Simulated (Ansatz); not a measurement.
# TaN: the cost of one run

Method: DFT LDA, scalar-relativistic, plane waves, PAW, in Ansatz 0.2.0.

4 further runs of the same task are left out: 4 set aside as unsound or not needed.

## (1) Starting point

Symmetry: Fm-3m, No. 225, cubic system. Conventional cell: a = 4.349 Å, b = 4.349 Å, c = 4.349 Å, α = 90.00°, β = 90.00°, γ = 90.00°. Around Ta (site symmetry m-3m) lie 6 N at 2.17 Å. Around N (site symmetry m-3m) lie 6 Ta at 2.17 Å.

Structure file:

```cif
data_structure
_symmetry_space_group_name_H-M 'Fm-3m'
_symmetry_Int_Tables_number 225
_cell_length_a 4.3494
_cell_length_b 4.3494
_cell_length_c 4.3494
_cell_angle_alpha 90.000
_cell_angle_beta 90.000
_cell_angle_gamma 90.000
_cell_volume 82.28
loop_
_atom_site_label
_atom_site_type_symbol
_atom_site_symmetry_multiplicity
_atom_site_Wyckoff_symbol
_atom_site_fract_x
_atom_site_fract_y
_atom_site_fract_z
_atom_site_occupancy
Ta1 Ta 4 b 0.50000 0.00000 0.00000 1
N1 N 4 a 0.00000 0.00000 0.00000 1
```

It is the result of an earlier relaxation at this level (volume 10.29 Å³/atom; gap on the mesh: none (metal)).

## (2) Relaxing at 2 GPa

What is minimised here is the enthalpy; the energy can go up as the cell is squeezed.

File input.yaml:

```yaml
crystal:
  lattice:
    - [0.0, 2.1747153532, 2.1747153532]
    - [2.1747153532, 0.0, 2.1747153532]
    - [2.1747153532, 2.1747153532, 0.0]
  atoms:
    - { symbol: Ta, position: [0.5, 0.5, 0.5] }
    - { symbol: "N", position: [0.0, 0.0, 0.0] }
basis:
  ecutwfc: 420
kpoints:
  mp_grid: { grid: [16, 16, 16] }
hamiltonian:
  xc: lda
scf:
  occupations: { method: fermi_dirac, width: 0.15 }
output:
  forces: true
  stress: true
  eigenvalues: true
relax:
  adjacent_minimum: "off"
  f_tol: 0.001
  max_steps: 60
  cell: { stress_tol: 0.02, p_target: 2.0 }
```

The run is started by

```bash
ansatz run input.yaml --threads 1 --pin off --max-ram 3072MiB --backend cpu --events-out ev --progress --plain --runs-dir out
```

What time and memory should one allow on 1 thread of Intel Xeon 6975P-C (Granite Rapids), shared host?

About 11 s, with a peak of 0.4 GiB.
